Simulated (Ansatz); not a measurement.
**CaTaO2: a short molecular-dynamics run**

What does CaTaO2 do over 20 steps of 1.5 fs under a Langevin thermostat at 1200 K? The cell is a randomly packed cell of 4 atoms, taken as it stands, without a relaxation.

Method: DFT B3LYP, plane waves, PAW, scalar-relativistic, no spin polarisation, in Ansatz 0.2.0.

The cell holds 4 atoms (CaO2Ta): a = 4.427 Å, b = 4.127 Å, c = 3.536 Å, α = 84.51°, β = 88.59°, γ = 96.91°.

Structure file:

```xyz
4
Lattice="4.4236 -0.1506 0.0723 -0.3653 4.0876 0.4404 0.0278 -0.0368 3.5359" Properties=species:S:1:pos:R:3 pbc="T T T"
Ca    0.8835    2.2544    2.7071
Ta    3.0672    0.2370    3.0424
O     0.6230    3.7891    0.9335
O     0.1077    0.9764    1.0233
```

The structure above is the start of the run; the results belong to its end.

| quantity | value |
| --- | --- |
| length | 20 steps of 1.5 fs |
| temperature, first and last step | 900 and 9436 K |
| temperature, second half | mean 8636 K, from 7050 to 9436 K |
| potential energy, second half | -1296 meV/atom from the start |
| mean square displacement, second half | O 0.735, Ca 0.070, Ta 0.002 Å² |

What this shows: Against a set 1200 K the second half averages 8636 K with a spread of 811 K (in equilibrium 4 atoms would scatter by about 490 K, over a far longer run); the potential energy of that half lies 1296 meV/atom under the start, so the atoms have moved to lower-lying arrangements, and the energy set free heats the cell. Over the second half O atoms stand 0.9 Å (root mean square) from where they began, and the farthest move is 1.2 Å. Settings off the usual here: hamiltonian.xc, basis.xc_grid. Averages from a run of 30 fs with 4 atoms are rough. The k-mesh is coarse for this cell.

Which input would start the first run of this session?

The input that was used; it is not the only one that fits:

The input, input.yaml:

```yaml
crystal:
  lattice:
    - [4.423561, -0.150582, 0.072279]
    - [-0.365278, 4.087577, 0.440352]
    - [0.02775, -0.036771, 3.535918]
  atoms:
    - { symbol: Ca, position: [0.242191, 0.566646, 0.690082] }
    - { symbol: Ta, position: [0.695674, 0.091118, 0.834856] }
    - { symbol: O, position: [0.217243, 0.93628, 0.142964] }
    - { symbol: O, position: [0.042779, 0.242781, 0.258288] }
kpoints:
  mp_grid: { grid: [3, 4, 4] }
magnetization:
  spin_polarized: false
scf:
  occupations: { method: fermi_dirac, width: 0.05 }
hamiltonian:
  pseudopotentials: { kind: paw }
  xc: b3lyp
basis:
  ecutwfc: 420
  xc_grid: 2
md:
  timestep: 1.5
  n_steps: 20
  ensemble: nvt_langevin
  temperature: 1200.0
  initial_velocities: maxwell_boltzmann
  seed: 240103
```

Command:

```
$ ansatz run input.yaml --threads 2 --pin off --max-ram 2560MiB --backend cpu --events-out ev --progress --plain --runs-dir out
```
